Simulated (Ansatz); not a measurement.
**Cd: other elements on the same sites**

An exercise on one series of results from a longer session: the logs are not shown, and one member is left open.

Computed with Ansatz 0.2.0 (DFT r2SCAN, scalar-relativistic, plane waves, PAW, unless a step's input says otherwise).

1 further run of the same task is left out (set aside as unsound or not needed). Runs told in other sessions of the task aren't counted.

### The structure to begin with

It takes space group P6_3/mmc (No. 194, hexagonal). Conventional cell: a = 2.962 Å, b = 2.962 Å, c = 5.797 Å, α = 90.00°, β = 90.00°, γ = 120.00°. Cd (site symmetry -6m2) has 12 Cd at 2.96 to 3.37 Å in its first shell of neighbours.

As a file:

```cif
data_structure
_symmetry_space_group_name_H-M 'P 1'
_symmetry_Int_Tables_number 1
_cell_length_a 2.9618
_cell_length_b 2.9618
_cell_length_c 5.7970
_cell_angle_alpha 90.000
_cell_angle_beta 90.000
_cell_angle_gamma 120.000
_cell_volume 44.04
loop_
_atom_site_label
_atom_site_type_symbol
_atom_site_fract_x
_atom_site_fract_y
_atom_site_fract_z
_atom_site_occupancy
Cd1 Cd 0.33333 0.66667 0.25000 1
Cd2 Cd 0.66667 0.33333 0.75000 1
```

It is the result of an earlier relaxation at this level (volume 22.02 Å³/atom; gap on the mesh: none (metal)).

The first run:

The input, input.yaml:

```yaml
crystal:
  lattice:
    - [3.402521412, 0.0, 0.0]
    - [-1.701260706, 2.9466699798, 0.0]
    - [0.0, 0.0, 6.6596694235]
  atoms:
    - { symbol: Ca, position: [0.3333333333, 0.6666666667, 0.25] }
    - { symbol: Ca, position: [0.6666666667, 0.3333333333, 0.75] }
basis:
  ecutwfc: 500
kpoints:
  mp_grid: { grid: [6, 6, 4] }
hamiltonian:
  xc: r2scan
scf:
  occupations: { method: gaussian, width: 0.1 }
output:
  forces: true
  stress: true
  eigenvalues: true
```

On the command line:

```sh
ansatz run input.yaml --threads 1 --pin off --max-ram 2560MiB --backend cpu --events-out ev --progress --plain --runs-dir out
```

Steps of the session up to this table: Probe: one point at the start (Ca); Full relaxation (Ca); Second relaxation, mesh chosen anew (Ca); Quick check of gap, pressure and forces (Mg); The relaxation (Mg).

One of the session's tables, all rows but one given; the rest of the session is left out.

Lengths are those of the vectors of the cell that was run:

| swap | volume (Å³/atom) | a (Å) | b (Å) | c (Å) |
| --- | --- | --- | --- | --- |
| none | 22.02 | 2.962 | 2.962 | 5.797 |
| Cd → Hg | 27.92 | 3.441 | 3.441 | 5.447 |
| Cd → Zn | 14.56 | 2.596 | 2.596 | 4.988 |
| Cd → Ba | 66.07 | 4.512 | 4.512 | 7.496 |
| Cd → Cu | 11.45 | 2.531 | 2.531 | 4.130 |
| Cd → Ca | 43.40 | 3.938 | 3.938 | 6.464 |
| Cd → Mg | ? | ? | ? | ? |

Estimate the missing values for Cd → Mg.

**Answer.** volume (Å³/atom): 22.56; a (Å): 3.189; b (Å): 3.189; c (Å): 5.122. In the column «volume (Å³/atom)» it lies between none (22.02) and Cd → Hg (27.92).

Lengths are those of the computed cell. Rows of earlier swaps come from the sessions before.
